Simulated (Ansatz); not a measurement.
# BAs (zinc blende): the cost of one run

Method: DFT PBE, scalar-relativistic, plane waves, PAW, in Ansatz 0.2.0.

## 1. Starting point

Symmetry: F-43m, No. 216, cubic system. The conventional cell has a = 4.778 Å, b = 4.778 Å, c = 4.778 Å, α = 90.00°, β = 90.00°, γ = 90.00°. B (site symmetry -43m) is surrounded by 4 As at 2.07 Å. As (site symmetry -43m) is surrounded by 4 B at 2.07 Å.

Structure file:

```
B As
1.0
     0.00000    2.38900    2.38900
     2.38900    0.00000    2.38900
     2.38900    2.38900    0.00000
B As
1 1
Direct
  0.00000 0.00000 0.00000
  0.25000 0.25000 0.25000
```

## 2. Phonons: BAs (zinc blende), no spin

The input, input.yaml:

```yaml
crystal:
  lattice:
    - [0.0, 2.389, 2.389]
    - [2.389, 0.0, 2.389]
    - [2.389, 2.389, 0.0]
  atoms:
    - { symbol: B, position: [0.0, 0.0, 0.0] }
    - { symbol: As, position: [0.25, 0.25, 0.25] }
scf:
  occupations: { method: fixed }
output: {}
hamiltonian:
  xc: pbe
basis:
  ecutwfc: 520
kpoints:
  mp_grid: { grid: [12, 12, 12] }
phonons:
  method: dfpt
  dielectric: true
  eigenvectors: false
  rigid_motions: translations
```

Command:

```bash
$ ansatz run input.yaml --threads 4 --pin off --max-ram 8192MiB --backend cpu --events-out ev --progress --plain --runs-dir out
```

**Question.** How long does this run take on 4 threads of Arm Neoverse V2, shared host, and how much memory does it need?

About 25 s, with a peak of 0.75 GiB.
